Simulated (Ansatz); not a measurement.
**CuCl (triplet): wave-function methods side by side, def2-QZVPP**

The task here is to estimate one member of a computed series from the others.

The runs use Ansatz 0.2.0, Gaussian basis; def2-QZVPP, core rule «outside noble gas», up to 14 orbitals frozen.

The runs, in order: UHF; ROHF; CCSD(T) on UHF.

2 further runs of the same task are left out: 2 set aside as unsound or not needed.

### The geometry

The geometry is a PBE0/def2-TZVP stationary point (not a proven minimum) of the parent state, kept for this charge and spin.

2 atoms, charge 0, spin multiplicity 3.

Atoms are counted from 1 here; the program's logs count them from 0.

Bond lengths: Cu1–Cl2 2.076 Å.

The first run:

File in.yaml:

```yaml
crystal:
  periodic: [false, false, false]
  atoms:
    - {symbol: Cu, position_ang: [0.000000, 0.000000, 0.000000]}
    - {symbol: Cl, position_ang: [0.000000, 0.000000, 2.075895]}
basis:
  gaussian: {orbitals: "def2-QZVPP.json"}
magnetization: {spin_polarized: true, initial_magnetization: 2}
hamiltonian: {xc: hf}
output: {orbitals: {seedname: orbitals}}
```

Started as:

```sh
> ansatz run in.yaml --threads 1 --pin off --events-out ev --progress --plain --max-ram 4096MiB --backend cpu
```

Among the steps run: UHF; ROHF; CCSD(T) on UHF.

One table of the session follows, with a row left open; its other results are not shown here.

| method | from UCCSD(T) (meV) |
| --- | --- |
| ROHF | ? |
| UHF | +17303.6 |
| UMP2 | +426.0 |
| UCCSD | +672.7 |
| UCCSD(T) | 0 |

Q: Estimate the row for ROHF from the others.

The run gave: from UCCSD(T) (meV): +17417.1. In the column «from UCCSD(T) (meV)» it is the highest.
